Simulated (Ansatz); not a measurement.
**CH4FIOSi: a ladder of functionals and wavefunction methods**

The task here is to estimate one member of a computed series from the others.

Program: Ansatz 0.2.0, Gaussian basis. Level of theory: functionals in def2-TZVPP, the program's frozen cores in correlated methods. These are calculated values, not measurements.

Plan: LDA (SPW92), PBE-D4, revPBE-D4, BLYP-D4, r2SCAN-D4, B97M-V, PBE0-D4, B3LYP-D4, r2SCANh-D4, r2SCAN0-D4, HSE06-D4, BHLYP-D4, CAM-B3LYP-D4, LC-ωPBE, ωB97X-V, ωB97M-V, B2PLYP, PBE-QIDH; CCSD(T)/def2-SVP; CCSD(T)/def2-TZVPP; MP2/def2-QZVPP; extrapolation to the limit; RPA on PBE.

## The geometry

The geometry comes from an earlier relaxation with PBE0-D4 in a triple-zeta def2 set; it is a stationary point, not always the lowest conformer. I takes the def2 core potential; no spin-orbit term is included.

SMILES `FC(I)O[SiH3]`, 9 atoms, charge 0, spin multiplicity 1.

Atoms are counted from 1 here; the program's logs count them from 0.

Bond lengths: F1–C2 1.358 Å, C2–I3 2.200 Å, C2–O4 1.335 Å, C2–H6 1.088 Å, O4–Si5 1.679 Å, Si5–H7 1.481 Å, Si5–H8 1.477 Å, Si5–H9 1.481 Å. Angles: F1–C2–I3 107.0°, F1–C2–O4 111.6°, F1–C2–H6 109.2°, I3–C2–O4 112.8°, I3–C2–H6 104.6°, O4–C2–H6 111.3°, C2–O4–Si5 126.9°, O4–Si5–H7 109.9°, O4–Si5–H8 103.8°, O4–Si5–H9 109.7°, H7–Si5–H8 111.8°, H7–Si5–H9 110.6°, H8–Si5–H9 110.9°.

Set-up of the first run:

The input, in.yaml:

```yaml
crystal:
  periodic: [false, false, false]
  atoms:
    - {symbol: F, position_ang: [1.374899, -0.236860, 1.253080]}
    - {symbol: C, position_ang: [1.271306, 0.417416, 0.067928]}
    - {symbol: I, position_ang: [2.115816, -0.906988, -1.472864]}
    - {symbol: O, position_ang: [0.009450, 0.770735, -0.188840]}
    - {symbol: Si, position_ang: [-1.364741, -0.168816, 0.026115]}
    - {symbol: H, position_ang: [1.930554, 1.283408, 0.077409]}
    - {symbol: H, position_ang: [-1.148548, -1.516029, -0.549236]}
    - {symbol: H, position_ang: [-2.415728, 0.574238, -0.699306]}
    - {symbol: H, position_ang: [-1.684607, -0.263402, 1.468614]}
basis:
  gaussian: {orbitals: def2-TZVPP}
hamiltonian: {xc: lda}
output: {orbitals: {seedname: orbitals}}
```

Steps of the session up to this table: LDA; PBE-D4 (GGA); revPBE-D4 (GGA); BLYP-D4 (GGA); r2SCAN-D4 (meta-GGA); B97M-V (meta-GGA); PBE0-D4 (hybrid); B3LYP-D4 (hybrid); r2SCANh-D4 (hybrid); r2SCAN0-D4 (hybrid); HSE06-D4 (hybrid); BHLYP-D4 (hybrid); CAM-B3LYP-D4 (range-separated); LC-ωPBE (range-separated); ωB97X-V (range-separated); ωB97M-V (range-separated); B2PLYP (double hybrid); PBE-QIDH (double hybrid).

One table of the session follows, with a row left open; its other results are not shown here.

It belongs to the step «Orbital energies across the functionals». 

| functional | HOMO (eV) | gap (eV) |
| --- | --- | --- |
| LDA (SPW92) | -6.54 | 4.20 |
| PBE-D4 | -6.36 | 4.25 |
| revPBE-D4 | -6.30 | 4.28 |
| BLYP-D4 | -6.19 | 4.16 |
| r2SCAN-D4 | -6.66 | 4.71 |
| B97M-V | -6.71 | 4.79 |
| PBE0-D4 | ? | ? |
| B3LYP-D4 | -7.31 | 5.81 |
| r2SCANh-D4 | -7.10 | 5.47 |
| r2SCAN0-D4 | -7.75 | 6.61 |
| HSE06-D4 | -7.16 | 5.55 |
| BHLYP-D4 | -8.58 | 8.29 |
| CAM-B3LYP-D4 | -8.86 | 8.65 |
| LC-ωPBE | -10.23 | 11.19 |
| ωB97X-V | -9.87 | 10.74 |
| ωB97M-V | -9.75 | 10.49 |

Q: Estimate the row for PBE0-D4 from the others.

**Answer.** HOMO (eV): -7.55; gap (eV): 6.32. In the column «HOMO (eV)» it lies between r2SCAN0-D4 (-7.75) and B3LYP-D4 (-7.31).
